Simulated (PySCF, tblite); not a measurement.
**C6H13O3S−: infrared bands and NMR shifts**

Aim: predict the infrared bands and NMR shifts of C6H13O3S− (`CCCC[C@H](C)S(=O)(=O)[O-]`).

Programs: tblite 0.8.0 and PySCF 2.14.0, with density-fitted response routines of our own. Each step states its level of theory. These are calculated values for one molecule in the gas phase, unless marked as measured. Atoms count from 0, in the outputs and in this text.

### 1 The starting structure

23 atoms, charge -1, multiplicity 1; geometry from: GFN2-xTB.

Bonds of the start (Å): C0–C1 1.52, C1–C2 1.53, C2–C3 1.53, C3–C4 1.51, C4–C5 1.51, C4–S6 1.85, S6–O7 1.47, S6–O8 1.46, S6–O9 1.46, C0–H10 1.09, C0–H11 1.09, C0–H12 1.09, C1–H13 1.10, C1–H14 1.09, C2–H15 1.09, C2–H16 1.09, C3–H17 1.09, C3–H18 1.10, C4–H19 1.09, C5–H20 1.09, C5–H21 1.09, C5–H22 1.09.

### 2 Harmonic vibrations with GFN2-xTB

What the job is given:

```
{"job": {"kind": "ir", "xc": "GFN2-xTB", "basis": "xTB"}, "charge": -1, "multiplicity": 1}
C      3.174822    -0.457420     0.221822
C      2.005056    -0.351825    -0.749653
C      0.744132     0.159595    -0.058948
C     -0.440230     0.243120    -1.017974
C     -1.764014     0.391515    -0.296788
C     -1.859155     1.498595     0.723613
S     -2.110745    -1.176923     0.618098
O     -1.222015    -1.189702     1.782722
O     -1.829330    -2.247335    -0.338557
O     -3.525041    -1.070778     0.975475
H      3.409838     0.518253     0.644532
H      4.065671    -0.839653    -0.276120
H      2.916784    -1.128415     1.037224
H      2.274667     0.317648    -1.574479
H      1.799021    -1.336315    -1.174161
H      0.946019     1.144269     0.372632
H      0.460382    -0.520404     0.746251
H     -0.503568    -0.697486    -1.570579
H     -0.289299     1.059743    -1.739282
H     -2.582447     0.444607    -1.015703
H     -2.872806     1.515320     1.118171
H     -1.189022     1.271644     1.549079
H     -1.613471     2.478932     0.305639
```

**Question.** This job is followed by: GIAO PBE0/pcSseg-1 NMR shielding, non-relativistic, gas phase. Predict these results of the whole session: strongest single infrared mode (GFN2-xTB); zero-point energy (GFN2-xTB); ¹³C shifts against TMS (PBE0/pcSseg-1); ¹H shifts against TMS (PBE0/pcSseg-1, means over atoms taken as alike); ³³S shifts against CS2 (PBE0/pcSseg-1); ¹⁷O shifts against H2O (PBE0/pcSseg-1).

The runs gave:

```
                                                              quantity                                                     value
                             strongest single infrared mode (GFN2-xTB)                                     1145 cm⁻¹, 516 km/mol
                                          zero-point energy (GFN2-xTB)                                            118.6 kcal/mol
                                ¹³C shifts against TMS (PBE0/pcSseg-1)                    58.6, 35.8, 29.6, 28.7, 18.0, 15.0 ppm
¹H shifts against TMS (PBE0/pcSseg-1, means over atoms taken as alike)  4.18, 2.64, 2.08, 1.26, 1.25, 1.04, 0.87, 0.87, 0.56 ppm
                                ³³S shifts against CS2 (PBE0/pcSseg-1)                                                   323 ppm
                                ¹⁷O shifts against H2O (PBE0/pcSseg-1)                                   218.8, 214.4, 207.5 ppm
```

No mode is imaginary among the 63: a minimum at this level. The strongest single mode, at 1145 cm⁻¹, is spread over several atoms, S6, O9, O8 among them. Unscaled tight-binding wavenumbers are off by several per cent, some by more. Its intensities can rank the bands wrongly. At PBE0/pcSseg-1: Shielding is most anisotropic at S6 (span 207 ppm, paramagnetic term -869 ppm).
